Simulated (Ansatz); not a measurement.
# C7H5ClO2: the cost of one run

Program: Ansatz 0.2.0, Gaussian basis. Level of theory: the settings change from run to run. These are calculated values, not measurements.

### Step 1. The relaxed structure

The geometry comes from an earlier relaxation with PBE0-D4 in a triple-zeta def2 set; it is a stationary point, not always the lowest conformer.

SMILES `O=C(O)c1ccc(Cl)cc1`, 15 atoms, charge 0, spin multiplicity 1.

Atoms are counted from 1 here; the program's logs count them from 0.

Bond lengths: O1–C2 1.204 Å, C2–O3 1.345 Å, C2–C4 1.479 Å, O3–H11 0.967 Å, C4–C5 1.391 Å, C4–C10 1.391 Å, C5–C6 1.381 Å, C5–H12 1.083 Å, C6–C7 1.388 Å, C6–H13 1.082 Å, C7–Cl8 1.723 Å, C7–C9 1.387 Å, C9–C10 1.383 Å, C9–H14 1.082 Å, C10–H15 1.082 Å. Angles: O1–C2–O3 122.3°, O1–C2–C4 124.7°, O3–C2–C4 113.0°, C2–O3–H11 106.2°, C2–C4–C5 118.0°, C2–C4–C10 122.2°, C5–C4–C10 119.8°, C4–C5–C6 120.4°, C4–C5–H12 118.7°, C6–C5–H12 120.9°, C5–C6–C7 119.1°, C5–C6–H13 121.1°, C7–C6–H13 119.9°, C6–C7–Cl8 119.4°, C6–C7–C9 121.3°, Cl8–C7–C9 119.4°, C7–C9–C10 119.2°, C7–C9–H14 119.9° and more.

### Step 2. r2SCAN50/6-31G

Set apart from the defaults: D3(BJ) dispersion.

The input, in.yaml:

```yaml
crystal:
  periodic: [false, false, false]
  atoms:
    - {symbol: O, position_ang: [2.972844, -0.251564, -0.284215]}
    - {symbol: C, position_ang: [1.909584, -0.699228, -0.627308]}
    - {symbol: O, position_ang: [1.807279, -1.733574, -1.480337]}
    - {symbol: C, position_ang: [0.597123, -0.191575, -0.173698]}
    - {symbol: C, position_ang: [0.582810, 0.880330, 0.713130]}
    - {symbol: C, position_ang: [-0.614832, 1.395158, 1.169637]}
    - {symbol: C, position_ang: [-1.803309, 0.828012, 0.731123]}
    - {symbol: Cl, position_ang: [-3.301963, 1.464128, 1.295614]}
    - {symbol: C, position_ang: [-1.808088, -0.240884, -0.152747]}
    - {symbol: C, position_ang: [-0.603284, -0.748652, -0.603609]}
    - {symbol: H, position_ang: [2.712428, -1.983603, -1.710328]}
    - {symbol: H, position_ang: [1.527281, 1.300483, 1.036343]}
    - {symbol: H, position_ang: [-0.637351, 2.228726, 1.859528]}
    - {symbol: H, position_ang: [-2.748406, -0.665364, -0.479685]}
    - {symbol: H, position_ang: [-0.592125, -1.582382, -1.293430]}
basis:
  gaussian: {orbitals: 6-31G}
hamiltonian: {xc: {name: r2SCAN50}, dispersion: d3bj}
output: {forces: true}
```

On the command line:

```bash
$ ansatz run in.yaml --threads 2 --pin off --events-out ev --progress --plain --max-ram 32768MiB --backend cpu
```

Q: Estimate wall time and peak memory on 2 threads of AMD EPYC 7R13, shared host.

About 5.5 s, with a peak of 0.35 GiB.
